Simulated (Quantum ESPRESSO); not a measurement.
## TeW2: zone-centre phonons under several settings

```xyz
3
Lattice="0.0000 3.1299 3.1299 3.1299 0.0000 3.1299 3.1299 3.1299 0.0000" Properties=species:S:1:pos:R:3 pbc="T T T"
Te    0.0000    0.0000    0.0000
W     1.5650    1.5650    1.5650
W     4.6949    4.6949    4.6949
```

The cell was built by a generator and needn't be a form met in nature.

All runs used Quantum ESPRESSO 7.5; k mesh 5 × 5 × 5; given cell, atoms relaxed; no spin polarisation; occupations cold, width 0.2 eV.

```tsv
level	potentials	cutoff (eV)	pressure (GPa)	lowest optical mode without the field (cm⁻¹)	highest optical mode without the field (cm⁻¹)
PBE	JTH 2.0 PBE	707	0.9	55	214
PBE	SSSP 1.3 efficiency PBE	748	0.5	57	215
PBE	GBRV 1.5 PBE	762	0.6	57	215
PBE	SPMS 1.0 PBE	952	?	?	?
PBE	PseudoDojo 0.4.1 SR PBE standard	1088	-0.5	59	210
PBE	PseudoDojo 0.4 SR PBE stringent	1225	-2.2	60	208
PBE	SG15 PBE 1.2	1020	-0.5	60	210
```

What stands in the row left open?

Pressure -0.9 GPa; lowest optical mode without the field 59 cm⁻¹; highest optical mode without the field 209 cm⁻¹.

Caveats: the mesh is thin for the phonons of a metal.

For the row left open. Caveat: the k mesh is coarse; the mesh is thin for the phonons of a metal.

The runs don't all hold the same shells in valence.
